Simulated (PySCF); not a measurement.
# SiCNCl2F (SMILES N#C[Si](F)(Cl)Cl) at HF/def2-SVP (density fitting with cc-pvtz-jkfit)

Aim: the vertical ionisation energy of SiCNCl2F at HF/def2-SVP (density fitting with cc-pvtz-jkfit), from 2 runs. Input form: a Python script.

The calculation is run with PySCF 2.14.0.

2 further runs of the same task are left out: 2 set aside as unsound or not needed.

**1. Starting point**

The species is SiCNCl2F (6 atoms), meant as a singlet with charge 0. SMILES: `N#C[Si](F)(Cl)Cl`. The coordinates come from a PBE0-D4/def2-TZVP relaxation.

Bond lengths: N1–C2 1.151 Å, C2–Si3 1.830 Å, Si3–F4 1.572 Å, Si3–Cl5 2.006 Å, Si3–Cl6 2.006 Å. Angles: N1–C2–Si3 179.1°, C2–Si3–F4 107.4°, C2–Si3–Cl5 109.0°, C2–Si3–Cl6 109.0°, F4–Si3–Cl5 109.6°, F4–Si3–Cl6 109.6°, Cl5–Si3–Cl6 112.0°.

**2. The energy at HF/def2-SVP (density fitting with cc-pvtz-jkfit)**

File input.py:

```python
# N#C[Si](F)(Cl)Cl
from pyscf import gto, scf

molecule = gto.M(
    atom='''
N      1.752600    -1.361000     1.114200
C      0.923100    -0.763300     0.585900
Si    -0.381900     0.210300    -0.249400
F     -1.471500    -0.801900    -0.758800
Cl     0.422900     1.177100    -1.812500
Cl    -1.203100     1.474700     1.074300
''',
    spin=0,
    basis='def2-svp',
    max_memory=1860,
    verbose=3,
    charge=0,
)

mf = scf.RHF(molecule)
mf = mf.density_fit(auxbasis='cc-pvtz-jkfit')
mf.conv_tol = 1e-10
mf.kernel()
if not mf.converged:
    mf = mf.newton().run(mf.mo_coeff, mf.mo_occ)

e_final = mf.e_tot
print('E(%s) = %.9f' % ('HF', e_final))
```

Run with:

```console
$ OMP_NUM_THREADS=1 python input.py
```

What it wrote:

```text
converged SCF energy = -1399.31811717635
E(HF) = -1399.318117176
```

Wall time 2.1 s (1 thread of Arm Neoverse V1, shared host); peak memory 0.15 GiB.

**3. The doublet cation, same level**

File job.py:

```python
from pyscf import gto

system = gto.Mole()
system.atom = [
    ('N', (1.752600, -1.361000, 1.114200)),
    ('C', (0.923100, -0.763300, 0.585900)),
    ('Si', (-0.381900, 0.210300, -0.249400)),
    ('F', (-1.471500, -0.801900, -0.758800)),
    ('Cl', (0.422900, 1.177100, -1.812500)),
    ('Cl', (-1.203100, 1.474700, 1.074300)),
]
system.charge = 1
system.max_memory = 1860
system.verbose = 4
system.spin = 1
system.basis = 'def2-svp'
system.build()

mf = system.UHF()
mf = mf.density_fit(auxbasis='cc-pvtz-jkfit')
mf.conv_tol = 1e-10
mf.kernel()
if not mf.converged:
    mf = mf.newton().run(mf.mo_coeff, mf.mo_occ)

e_tot = mf.e_tot
print(f'total energy: {e_tot:.8f} hartree')
```

Run with:

```console
$ OMP_NUM_THREADS=1 python job.py
```

What it wrote:

```text
PySCF version 2.14.0

[INPUT] num. atoms = 6
[INPUT] num. electrons = 69
[INPUT] charge = 1
[INPUT] spin (= nelec alpha-beta = 2S) = 1
[INPUT] symmetry False subgroup None
[INPUT] Mole.unit = angstrom
[INPUT] Symbol           X                Y                Z      unit          X                Y                Z       unit  Magmom
[INPUT]  1 N      1.752600000000  -1.361000000000   1.114200000000 AA    3.311934005913  -2.571917255533   2.105532847990 Bohr   0.0
[INPUT]  2 C      0.923100000000  -0.763300000000   0.585900000000 AA    1.744406185586  -1.442427950881   1.107190536383 Bohr   0.0
[INPUT]  3 Si    -0.381900000000   0.210300000000  -0.249400000000 AA   -0.721686406971   0.397409403996  -0.471297695467 Bohr   0.0
[INPUT]  4 F     -1.471500000000  -0.801900000000  -0.758800000000 AA   -2.780731992297  -1.515371379289  -1.433924183320 Bohr   0.0
[INPUT]  5 Cl     0.422900000000   1.177100000000  -1.812500000000 AA    0.799165178079   2.224396621226  -3.425128600774 Bohr   0.0
[INPUT]  6 Cl    -1.203100000000   1.474700000000   1.074300000000 AA   -2.273529500464   2.786779115896   2.030132775620 Bohr   0.0

nuclear repulsion = 414.637220316371
number of shells = 42
number of NR pGTOs = 180
number of NR cGTOs = 96
basis = def2-svp
ecp = {}

******** <class 'pyscf.df.df_jk.DFUHF'> ********
method = DFUHF
initial guess = minao
damping factor = 0
level_shift factor = 0
DIIS = <class 'pyscf.scf.diis.CDIIS'>
diis_start_cycle = 1
diis_space = 8
diis_damp = 0
SCF conv_tol = 1e-10
SCF conv_tol_grad = None
SCF max_cycles = 50
direct_scf = False
number electrons alpha = 35  beta = 34
Set gradient conv threshold to 1e-05
******** <class 'pyscf.df.df.DF'> ********
auxbasis = cc-pvtz-jkfit
init E= -1400.05449745369
[... the frontier-level lines of each cycle are left out ...]

cycle= 1 E= -1398.61040809378  delta_E= 1.44  |g|= 0.588  |ddm|= 2.06
cycle= 2 E= -1398.74338533731  delta_E= -0.133  |g|= 0.413  |ddm|= 0.928
cycle= 3 E= -1398.82040785634  delta_E= -0.077  |g|= 0.105  |ddm|= 0.399
cycle= 4 E= -1398.8325564509  delta_E= -0.0121  |g|= 0.0744  |ddm|= 0.153
cycle= 5 E= -1398.84144478963  delta_E= -0.00889  |g|= 0.0487  |ddm|= 0.105
cycle= 6 E= -1398.85032547399  delta_E= -0.00888  |g|= 0.0346  |ddm|= 0.139
cycle= 7 E= -1398.85582988052  delta_E= -0.0055  |g|= 0.0207  |ddm|= 0.152
cycle= 8 E= -1398.85654743702  delta_E= -0.000718  |g|= 0.0165  |ddm|= 0.0332
cycle= 9 E= -1398.85756678736  delta_E= -0.00102  |g|= 0.0107  |ddm|= 0.0589
cycle= 10 E= -1398.858080314  delta_E= -0.000514  |g|= 0.00844  |ddm|= 0.0336
[... cycles 11 to 36 left out ...]
cycle= 37 E= -1398.85851580521  delta_E= 1.43e-09  |g|= 9.51e-06  |ddm|= 7.68e-05
cycle= 38 E= -1398.85851580362  delta_E= 1.6e-09  |g|= 9.28e-06  |ddm|= 8.73e-05
cycle= 39 E= -1398.85851580068  delta_E= 2.94e-09  |g|= 8.89e-06  |ddm|= 0.000169
cycle= 40 E= -1398.8585157932  delta_E= 7.48e-09  |g|= 7.86e-06  |ddm|= 0.000487
cycle= 41 E= -1398.85851578366  delta_E= 9.54e-09  |g|= 6.1e-06  |ddm|= 0.000821
cycle= 42 E= -1398.85851577902  delta_E= 4.65e-09  |g|= 4.43e-06  |ddm|= 0.000617
cycle= 43 E= -1398.85851577751  delta_E= 1.5e-09  |g|= 4.02e-06  |ddm|= 0.000311
cycle= 44 E= -1398.858515777  delta_E= 5.12e-10  |g|= 3.24e-06  |ddm|= 0.000139
cycle= 45 E= -1398.85851577679  delta_E= 2.17e-10  |g|= 3.25e-06  |ddm|= 7.18e-05
cycle= 46 E= -1398.8585157768  delta_E= -1.68e-11  |g|= 3.26e-06  |ddm|= 2.62e-06
Extra cycle  E= -1398.85851577683  delta_E= -2.77e-11  |g|= 3.32e-06  |ddm|= 5.29e-06
converged SCF energy = -1398.85851577683  <S^2> = 0.87187427  2S+1 = 2.1183713
total energy: -1398.85851578 hartree
```

It took 11 s on 1 thread of Arm Neoverse V1, shared host; peak memory 0.17 GiB.

**4. Results**

Level: HF/def2-SVP (density fitting with cc-pvtz-jkfit).

```
                                          quantity           value
                    singlet SiCNCl2F: total energy  -1399.31812 Eh
                   singlet SiCNCl2F: dipole moment          2.14 D
                     singlet SiCNCl2F: HOMO energy       -13.47 eV
                     singlet SiCNCl2F: LUMO energy         2.59 eV
                   singlet SiCNCl2F: HOMO–LUMO gap        16.06 eV
                      doublet cation: total energy  -1398.85852 Eh
doublet cation: HOMO energy (highest over α and β)       -17.92 eV
 doublet cation: LUMO energy (lowest over α and β)       -10.25 eV
                              doublet cation: ⟨S²⟩           0.872
vertical ionisation energy (to the doublet cation)       12.506 eV
```

**Reading.** Removing an electron at fixed nuclei costs 12.51 eV (1207 kJ/mol). −ε(HOMO) before ionisation, 13.47 eV, is 0.97 eV above this ionisation energy. Mulliken charges (singlet SiCNCl2F) run from -0.41 on F4 to +1.29 on Si3. ⟨S²⟩ (doublet cation) is 0.87 where a pure doublet has 0.75: the reference is spin-contaminated.
